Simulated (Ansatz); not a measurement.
# BFH4SiZn: up Jacob's ladder to CCSD(T)

One table from this session's results is given with a row withheld; the runs are named, their logs left out.

The runs use Ansatz 0.2.0, Gaussian basis; functionals in def2-TZVPP, the program's frozen cores in correlated methods.

The runs, in order: LDA (SPW92), PBE-D4, revPBE-D4, BLYP-D4, r2SCAN-D4, B97M-V, PBE0-D4, B3LYP-D4, r2SCANh-D4, r2SCAN0-D4, HSE06-D4, BHLYP-D4, CAM-B3LYP-D4, LC-ωPBE, ωB97X-V, ωB97M-V, B2PLYP, PBE-QIDH; CCSD(T)/def2-SVP; CCSD(T)/def2-TZVPP; MP2/def2-QZVPP; extrapolation to the limit; RPA on PBE.

## The relaxed structure

All runs share one geometry, relaxed beforehand with PBE0-D4 in a triple-zeta def2 set.

SMILES `[F][Zn][BH][SiH3]`, 8 atoms, charge 0, spin multiplicity 1.

Atoms are counted from 1 here; the program's logs count them from 0.

Bond lengths: F1–Zn2 1.760 Å, Zn2–B3 2.031 Å, B3–Si4 2.001 Å, B3–H5 1.198 Å, Si4–H6 1.488 Å, Si4–H7 1.497 Å, Si4–H8 1.488 Å. Angles: F1–Zn2–B3 179.3°, Zn2–B3–Si4 123.0°, Zn2–B3–H5 118.1°, Si4–B3–H5 118.7°, B3–Si4–H6 115.3°, B3–Si4–H7 102.6°, B3–Si4–H8 113.8°, H6–Si4–H7 108.2°, H6–Si4–H8 108.8°, H7–Si4–H8 107.5°.

The first run:

in.yaml reads:

```yaml
crystal:
  periodic: [false, false, false]
  atoms:
    - {symbol: F, position_ang: [1.855314, -2.804034, 1.942848]}
    - {symbol: Zn, position_ang: [1.325952, -1.299499, 1.198581]}
    - {symbol: B, position_ang: [0.693476, 0.427510, 0.336698]}
    - {symbol: Si, position_ang: [-0.996215, 0.560995, -0.727347]}
    - {symbol: H, position_ang: [1.410105, 1.384856, 0.400401]}
    - {symbol: H, position_ang: [-1.557034, 1.932709, -0.862750]}
    - {symbol: H, position_ang: [-0.566856, 0.094800, -2.083964]}
    - {symbol: H, position_ang: [-2.072642, -0.354337, -0.260268]}
basis:
  gaussian: {orbitals: def2-TZVPP}
hamiltonian: {xc: lda}
output: {orbitals: {seedname: orbitals}}
```

Steps of the session up to this table: LDA; PBE-D4 (GGA); revPBE-D4 (GGA); BLYP-D4 (GGA); r2SCAN-D4 (meta-GGA); B97M-V (meta-GGA); PBE0-D4 (hybrid); B3LYP-D4 (hybrid); r2SCANh-D4 (hybrid); r2SCAN0-D4 (hybrid); HSE06-D4 (hybrid); BHLYP-D4 (hybrid); CAM-B3LYP-D4 (range-separated); LC-ωPBE (range-separated); ωB97X-V (range-separated); ωB97M-V (range-separated); B2PLYP (double hybrid); PBE-QIDH (double hybrid).

One table of the session follows, with a row left open; its other results are not shown here.

It belongs to the step «Orbital energies across the functionals». 

```
  functional  HOMO (eV)  LUMO (eV)  gap (eV)
 LDA (SPW92)      -7.17      -4.48      2.69
      PBE-D4      -6.98      -4.21      2.78
   revPBE-D4      -6.91      -4.09      2.82
     BLYP-D4      -6.87      -4.03      2.85
   r2SCAN-D4      -7.20      -3.94      3.26
      B97M-V      -7.24      -4.00      3.24
     PBE0-D4      -8.03      -3.26      4.77
    B3LYP-D4      -7.88      -3.45      4.43
  r2SCANh-D4      -7.60      -3.61      3.98
  r2SCAN0-D4      -8.18      -3.13      5.06
    HSE06-D4          ?          ?         ?
    BHLYP-D4      -9.00      -2.22      6.77
CAM-B3LYP-D4      -9.36      -2.13      7.23
     LC-ωPBE     -10.63      -0.95      9.69
     ωB97X-V     -10.27      -1.06      9.21
     ωB97M-V     -10.13      -1.29      8.84
```

Q: Estimate the row for HSE06-D4 from the others.

As computed: HOMO (eV): -7.63; LUMO (eV): -3.64; gap (eV): 3.99. In the column «HOMO (eV)» it lies between B3LYP-D4 (-7.88) and r2SCANh-D4 (-7.60).
